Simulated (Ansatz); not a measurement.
Input of an Ansatz 0.2.0 run:

The input input:

```
crystal:
  lattice:
    - [4.25517, 0.0, 0.0]
    - [0.0, 4.25517, 0.0]
    - [0.0, 0.0, 1.28229]
  atoms:
    - { symbol: C, position: [0.5, 0.5, 0.5] }
hamiltonian:
  xc: { exchange: pbesol, correlation: pbesol, exx: { coeff: 0.25 } }
  pseudopotentials: { kind: paw }
kpoints:
  mp_grid: { grid: [3, 3, 10] }
scf:
  occupations: { method: fermi_dirac, width: 0.05 }
output:
  forces: true
  stress: true
  eigenvalues: true
  write_density: true
  write_potential: true
  elf: true
  volumetric_format: npy
relax:
  f_tol: 0.01
  max_steps: 40
  cell: { stress_tol: 0.05 }
```

Estimate the relaxed cell.

a = 4.258 Å, b = 4.258 Å, c = 1.269 Å, α = 90.00°, β = 90.00°, γ = 90.00°.

Estimate the relaxed volume.

23.00 Å³/atom.

Step by step:
```
step  energy change (eV)  largest force (eV/Å)  volume (Å³)
   1              0.0000                0.0000        23.22
   2             -0.0076                0.0000        23.01
   3             -0.0077                0.0000        22.99
   4             -0.0077                0.0000        23.00
   5             -0.0075                0.0000        23.00
```

Caveat: the k mesh is coarse (spacing up to 0.49 Å⁻¹), so the values aren't converged, least of all with exact exchange; odd divisions of the mesh miss points on the zone boundary, where band edges often lie, so the gap on the mesh can be too wide; the plane-wave basis is chosen anew once the cell has moved, so the energies of steps on either side of that aren't comparable; the PAW data sets come from PBE, with cores solved anew for the run's functional, which leaves a small shift of forces and pressure.
